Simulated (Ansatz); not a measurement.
# ScNb (P-6m2) in Ansatz: settings compared

Aim: see how the results for ScNb move with the level of theory and the settings. Levels: PBE, PBEsol. Tasks: single point.

Everything below comes from runs of Ansatz 0.2.0. Logs are shortened: lines on timing, memory, paths and dates and some standing lists are left out, and cuts for length are marked.

## (1) The crystal as given

Symmetry: P-6m2, No. 187, hexagonal system. Conventional cell: a = 3.066 Å, b = 3.066 Å, c = 5.072 Å, α = 90.00°, β = 90.00°, γ = 120.00°. Around Nb (site symmetry -6m2) lie 6 Nb at 3.07 Å and 6 Sc at 3.09 Å. Around Sc (site symmetry -6m2) lie 6 Sc at 3.07 Å and 6 Nb at 3.09 Å.

The cell comes from a database or a generator and needn't be the stable form of this composition.

## (2) Single point, PBE

input.yaml reads:

```yaml
crystal:
  lattice:
    - [3.0656443612, 0.0, 0.0]
    - [-1.5328221806, 2.6549258957, 0.0]
    - [0.0, 0.0, 5.072194]
  atoms:
    - { symbol: Nb, position: [0.3333333333, 0.6666666667, 0.5] }
    - { symbol: Sc, position: [0.0, 0.0, 0.0] }
kpoints:
  mp_grid: { grid: [6, 6, 3] }
scf:
  occupations: { method: fermi_dirac, width: 0.03 }
hamiltonian:
  xc: pbe
  pseudopotentials: { kind: all_electron, lapw: { basis_error: 0.004 } }
output:
  forces: true
  stress: true
  eigenvalues: true
```

Potentials or basis: all-electron LAPW, scalar-relativistic.

On the command line:

```
ansatz run input.yaml --threads 1 --pin off --max-ram 3072MiB --backend cpu --events-out ev --progress --plain --runs-dir out
```

Standard output:

```text
Warning: RAYON_NUM_THREADS=1 ignored (pool sized by the plan → 1); use --threads N
LAPW: plane waves up to 6.524 Å⁻¹, error target 4.0e-3 eV per atom; small_component_spin mean_spin; Sc in spheres of 1.533 Å, 11 of its electrons in bands, Dirac shells []; Nb in spheres of 1.533 Å, 23 of its electrons in bands, Dirac shells [] (how accurate: hamiltonian.pseudopotentials.lapw.basis_error, Limitations)
Engine: ansatz 0.2.0, x86_64-unknown-linux-gnu
Pseudopotentials: kind: all_electron
Pseudopotential: Nb, LAPW, valence charge 23, lapw/all_electron/scalar/gaussian/Nb, Koelling and Harmon's equation, gaussian nucleus
Pseudopotential: Sc, LAPW, valence charge 11, lapw/all_electron/scalar/gaussian/Sc, Koelling and Harmon's equation, gaussian nucleus
Functional definition: PBE
  parameter kappa = 0.804
  parameter beta = 0.06672455060314922
  exchange = pbe_x(kappa = kappa, mu = beta*pi^2/3)
  correlation = pbe_c(beta = beta)
Crystal: 2 atoms, lattice volume = 41.283 Å³
Basis set: ecut = 162.1825311157098 eV, 197 PW (Γ), exchange–correlation at level 2
Bands: 21, of which v1, the nominal top of the filled ones, is band 17 counted from 1 (16 counted from 0)
Symmetry: 12 space group operations
Space group: P-6m2 (ITA 187), of the structure as read, at distance tolerance 3.5e-5 Å
k-points: 14 of 108 (time reversal used)
Non-local potential: Nb, projectors of the file, none
Non-local potential: Sc, projectors of the file, none
Initial density: superposition of atomic densities (chi_scale 0.1, normalization cell, long waves kept (reshape's long-wave potential 0.00 eV rms))
Initial wavefunctions: plane waves of lowest kinetic energy (no species holds an atomic orbital)
Functional: x = pbe(κ = 0.804, μ = 0.2195149727645171), c = pbe(β = 0.06672455060314922)
iter 1 solved again at ethr=1.55e-2 eV; its pass at ethr=1.00e-1 eV (dr2=5.26e0 eV) is discarded
SCF iter   1: F=—  HF=-124742.078494 eV  |F-HF|=—  |Δ(HF+E_count)|=         —  Δρ=5.76e-2  dr2=5.26e0  ethr=1.55e-2  ⟨swp⟩=2.0  Hψ=1962  notcnv=0
preconditioner: auto → Kerker (q_TF=auto, 2.641 Å⁻¹)  [metal: Δε(μ)=0.044 eV  Ē_g=3.230 eV  σ=0.030 eV  W_gap=0.35  n_scr=10 (ndim 8)  ℏωp=16.3 eV  f_vac=0.000  D(μ)=4.28/eV (n_scr^D=54)]
SCF iter   2: F=—  HF=-124741.843067 eV  |F-HF|=—  |Δ(HF+E_count)|=   2.35e-1  Δρ=5.08e-2  dr2=5.51e0  ethr=1.55e-2  ⟨swp⟩=2.4  Hψ=915  notcnv=0
iter 3 solved again at ethr=2.69e-4 eV; its pass at ethr=1.55e-2 eV (dr2=9.14e-2 eV) is discarded
SCF iter   3: F=—  HF=-124740.903864 eV  |F-HF|=—  |Δ(HF+E_count)|=   9.39e-1  Δρ=1.48e-2  dr2=9.13e-2  ethr=2.69e-4  ⟨swp⟩=2.0  Hψ=1553  notcnv=0
SCF iter   4: F=—  HF=-124740.868971 eV  |F-HF|=—  |Δ(HF+E_count)|=         —  Δρ=3.08e-3  dr2=4.16e-3  ethr=2.69e-4  ⟨swp⟩=2.5  Hψ=996  notcnv=0
the basis was enlarged: its passes take 196.5 KiB over the memory plan, 1 of 1 planned eigensolver slots
SCF iter   5: F=—  HF=-124740.858813 eV  |F-HF|=—  |Δ(HF+E_count)|=   1.02e-2  Δρ=3.33e-3  dr2=5.41e-3  ethr=1.22e-5  ⟨swp⟩=3.0  Hψ=1030  notcnv=0
SCF iter   6: F=—  HF=-124740.858504 eV  |F-HF|=—  |Δ(HF+E_count)|=   3.09e-4  Δρ=1.60e-3  dr2=1.66e-3  ethr=1.22e-5  ⟨swp⟩=2.0  Hψ=925  notcnv=0
SCF iter   7: F=—  HF=-124740.858486 eV  |F-HF|=—  |Δ(HF+E_count)|=   1.79e-5  Δρ=6.00e-4  dr2=3.74e-4  ethr=4.89e-6  ⟨swp⟩=2.0  Hψ=922  notcnv=0
SCF iter   8: F=—  HF=-124740.858416 eV  |F-HF|=—  |Δ(HF+E_count)|=   7.01e-5  Δρ=1.57e-4  dr2=3.22e-5  ethr=1.10e-6  ⟨swp⟩=2.0  Hψ=925  notcnv=0
SCF iter   9: F=—  HF=-124740.858417 eV  |F-HF|=—  |Δ(HF+E_count)|=   1.48e-6  Δρ=9.43e-5  dr2=1.58e-5  ethr=9.48e-8  ⟨swp⟩=2.0  Hψ=925  notcnv=0
SCF iter  10: F=—  HF=-124740.858412 eV  |F-HF|=—  |Δ(HF+E_count)|=   4.92e-6  Δρ=3.03e-5  dr2=1.76e-6  ethr=4.65e-8  ⟨swp⟩=2.0  Hψ=925  notcnv=0
SCF iter  11: F=—  HF=-124740.858412 eV  |F-HF|=—  |Δ(HF+E_count)|=   2.46e-7  Δρ=8.88e-6  dr2=1.45e-7  ethr=5.17e-9  ⟨swp⟩=2.0  Hψ=925  notcnv=0
SCF iter  12: F=-124740.858412 eV  HF=-124740.858412 eV  |F-HF|=6.18e-9  |Δ(HF+E_count)|=   3.16e-8  Δρ=1.99e-6  dr2=5.50e-9  ethr=4.27e-10  ⟨swp⟩=2.0  Hψ=925  notcnv=0
SCF 1 converged in 12 iterations: F = -124740.858412 eV  dr2 = 5.50e-9
SCF converged after 12 iterations
Free energy (F): -124740.858412 eV
Harris-Foulkes:  -124740.858412 eV  (|F-HF|=6.18e-9)
Internal energy: -124740.854761 eV  (E = F + TS)
E sigma→0 (E₀):  -124740.856586 eV
Entropy (-TS):   -0.003651 eV (-1.825 meV/atom)
Fermi energy:    14.547293 eV
--- Per-component energies (eV) ---
  E_band       = -2002.581105
  E_kinetic    = 128517.079832
  E_xc         = -4303.144046
  E_electrostatic = -248954.790547  (all electrons and nuclei)
  E_smearing   = -0.003651  (= −TS)
  E_closure    = 0.000000  (closes the sum)
  E_atoms      = -124726.541917  (free atoms, spherical and without spin; not in F)
  Σ components = -124740.858412   (vs F -124740.858412, Δ=0.00e0)
  Basis errors (estimates in eV, not in F): energy 6.5e-4 per atom: plane waves 4.7e-4 (2.4e-4 summed), levels above the bands 5.9e-29, relativity 4.4e-8, radial functions 1.8e-4, core shells 5.1e-7; eigenvalues (radial functions only) 5.0e-6; not estimated: angular momenta, meshes, grids; target (lapw.basis_error) 4.0e-3; muffin-tin radii Sc 1.533 Å, Nb 1.533 Å
--- Forces (eV/Å), atoms counted from 1 ---
  atom   1  Nb     0.00000000    -0.00000000     0.00000000
  atom   2  Sc    -0.00000000     0.00000000     0.00000000
  max |Σ_I F_I| component: 7.40e-17 eV/Å
--- Stress (GPa, compression-positive) ---
        0.342541       0.000000       0.000000
        0.000000       0.342541       0.000000
        0.000000       0.000000       0.078594
  P = ⅓ Tr σ = 0.2546 GPa (2.546 kbar)
--- Band table (eV; the first three rows and the last of 14) ---
  k-point 0: bands = ["-178.1357", "-178.1357", "-178.1223", "-178.0796", "-178.0796", "-40.1539", "-34.5205", "-16.3440", "-15.7826", "-15.7826", "-13.1320", "-12.8753", "-12.8753", "8.8913", "11.7033", "15.1458", "15.1458", "15.3328", "15.5567", "16.6077", "16.6077"]
  k-point 1: bands = ["-178.1357", "-178.1357", "-178.1223", "-178.0796", "-178.0796", "-40.1536", "-34.5214", "-16.3157", "-15.7822", "-15.7822", "-13.1745", "-12.8760", "-12.8760", "9.6816", "11.3298", "14.1251", "15.0462", "15.0462", "15.4701", "16.0989", "16.0989"]
  k-point 2: bands = ["-178.1357", "-178.1357", "-178.1223", "-178.0796", "-178.0796", "-40.1312", "-34.4993", "-16.3094", "-15.9616", "-15.8243", "-13.1220", "-13.0179", "-12.9068", "9.6465", "12.3279", "14.2609", "14.3829", "15.8268", "15.8593", "16.3101", "16.3764"]
  k-point 13: bands = ["-178.1357", "-178.1357", "-178.1223", "-178.0795", "-178.0795", "-40.0508", "-34.4244", "-16.2789", "-16.2671", "-16.1969", "-13.2590", "-13.2501", "-13.0726", "13.0957", "13.2406", "13.5747", "13.5971", "14.1748", "15.1599", "16.3626", "17.2811"]
```

It took 6.9 s on 1 thread of Intel Xeon at 2.70GHz, shared host; peak memory 0.26 GiB.

Results:

```yaml
Free_energy: -124740.8584 eV
Pressure: 0.3 GPa
Band_gap_on_the_k_mesh: none (metal or under the smearing width)
```

Stress tensor (GPa, compression positive):
```
0.34 0.00 0.00
0.00 0.34 0.00
0.00 0.00 0.08
```

Levels at points of the mesh, in eV from the Fermi level:
```tsv
k point	band 15	band 16	band 17	band 18	band 19	band 20
(0.00, 0.00, 0.00)	-2.84	0.60	0.60	0.79	1.01	2.06
(0.00, -0.50, 0.00)	-2.06	-1.78	-0.17	0.84	0.89	1.55
```

Caveat: the k mesh is coarse (spacing up to 0.41 Å⁻¹), so the values aren't converged; the k mesh is thin for a metal, which can move the energy by tens of meV per atom.

## (3) Single point, PBEsol

input.yaml reads:

```yaml
crystal:
  lattice:
    - [3.0656443612, 0.0, 0.0]
    - [-1.5328221806, 2.6549258957, 0.0]
    - [0.0, 0.0, 5.072194]
  atoms:
    - { symbol: Nb, position: [0.3333333333, 0.6666666667, 0.5] }
    - { symbol: Sc, position: [0.0, 0.0, 0.0] }
kpoints:
  mp_grid: { grid: [10, 10, 5] }
scf:
  occupations: { method: gaussian, width: 0.1 }
hamiltonian:
  xc: pbesol
  pseudopotentials: { kind: all_electron, lapw: { basis_error: 0.001 } }
output:
  forces: true
  stress: true
  eigenvalues: true
```

Potentials or basis: all-electron LAPW, scalar-relativistic.

On the command line:

```
ansatz run input.yaml --threads 1 --pin off --max-ram 3072MiB --backend cpu --events-out ev --progress --plain --runs-dir out
```

It took 17 s on 1 thread of Intel Xeon at 2.70GHz, shared host; peak memory 0.32 GiB.

The run converged. Its results:

| Quantity | Value |
| --- | --- |
| Free energy | -124659.5844 eV |
| Pressure | -4.1 GPa |
| Band gap on the k mesh | none (metal or under the smearing width) |

Stress tensor (GPa, compression positive):
```
-3.94  0.00  0.00
 0.00 -3.94  0.00
 0.00  0.00 -4.31
```

Levels at points of the mesh, in eV from the Fermi level:
| k point | band 13 | band 14 | band 15 | band 16 | band 17 | band 18 | band 19 | band 20 | band 21 |
| --- | --- | --- | --- | --- | --- | --- | --- | --- | --- |
| (0.00, 0.00, 0.00) | -27.24 | -5.64 | -2.82 | 0.61 | 0.61 | 0.84 | 1.06 | 2.10 | 2.10 |
| (0.00, -0.50, 0.00) | -27.36 | -2.73 | -2.02 | -1.75 | -0.13 | 0.88 | 0.94 | 1.59 | 4.47 |
